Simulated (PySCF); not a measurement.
# CaH+: from the state search to spectroscopic constants

Aim: find the lowest electronic state of CaH+, scan its bond at several levels of theory, and get bond length, wavenumber and dissociation energy from each curve.

Program: PySCF 2.14.0. Level of theory: Ca aug-pcseg-1, H aug-pcseg-1, no relativity. These are calculated values, not measurements.

## (1) The job

The job is set up so:

* atoms: Ca, H
* charge: 1
* basis: Ca aug-pcseg-1, H aug-pcseg-1
* Hamiltonian: no relativity
* basis functions: 42
* electrons treated: 20
* masses in u: 39.9626, 1.0078
* levels: PBE0, PBE, r²SCAN, MN15, TPSSh, B97-3, LC-ωPBE, HF, MP2, SCS-MP2, CCSD, CCSD(T)
* grid: 80 radial by 434 angular points
* occupations: held fixed by the projection of orbital angular momentum
* dissociation limit: Ca+ + H, each in its ground configuration
* starting distance in angstrom: 2.010
* values of 2S to try: 0, 2

The run is started by

```sh
$ OMP_NUM_THREADS=1 python dia.py task.json out
```

After this run come: PBE0 along the bond; Other states along the same grid; PBE (GGA); r²SCAN (meta-GGA); MN15 (hybrid meta-GGA); TPSSh (hybrid meta-GGA); B97-3 (global hybrid GGA); LC-ωPBE (range-separated hybrid); RHF; Correlated methods on the Hartree–Fock reference.

**Question.** What will these runs give? Wanted: for each run, Re; ωe; De; μ.

As calculated:

Lowest PBE0 solution found, without spin–orbit coupling: ¹Σ⁺ (singlet), closed shell. The other levels ran on it alone.

| level | Re (Å) | ωe (cm⁻¹) | De (eV) | μ (D) |
| --- | --- | --- | --- | --- |
| RHF | 1.935 | 1465 | 1.18 | -6.04 |
| RHF-MP2 | 1.925 | 1412 | 1.65 | n/a |
| RHF-SCS-MP2 | 1.928 | 1410 | 1.78 | n/a |
| RHF-CCSD | 1.945 | 1346 | 1.85 | n/a |
| RHF-CCSD(T) | 1.945 | 1340 | 1.86 | n/a |
| PBE | 1.874 | 1476 | 2.41 | -4.30 |
| r²SCAN | 1.868 | 1518 | 2.47 | -4.79 |
| TPSSh | 1.867 | 1523 | 2.67 | -4.74 |
| PBE0 | 1.873 | 1497 | 2.27 | -4.76 |
| B97-3 | 1.876 | 1502 | 2.40 | -4.84 |
| MN15 | 1.867 | 1526 | 2.44 | -5.14 |
| LC-ωPBE | 1.862 | 1534 | 2.34 | -5.24 |

De is counted to Ca+ + H in their ground configurations. A positive dipole points from Ca to H; in an ion it is taken about the centre of mass and does not tell which atom is negative.

Differences from CCSD(T) in the same basis:

```csv
level,Re (mÅ),ωe (%)
RHF,-10,+9.3
RHF-MP2,-20,+5.4
RHF-SCS-MP2,-17,+5.2
RHF-CCSD,0,+0.4
PBE,-71,+10.1
r²SCAN,-76,+13.3
TPSSh,-78,+13.7
PBE0,-72,+11.7
B97-3,-69,+12.1
MN15,-78,+13.9
LC-ωPBE,-83,+14.5
```

In words: Against CCSD(T) in the same basis, the bond length is nearest at RHF-CCSD (0 mÅ) and farthest at LC-ωPBE (-83 mÅ); the wavenumber is nearest at RHF-CCSD (+0.4 %) and farthest at LC-ωPBE (+14.5 %). Hartree–Fock makes the bond too short and too stiff against this reference, as it mostly does. CCSD(T) in a basis this small is itself some way from its limit, more so than the functionals. Among the levels with a De in the table, it runs from 1.18 eV (RHF) to 2.67 eV (TPSSh).

Correlated steps freeze 5 core orbitals.
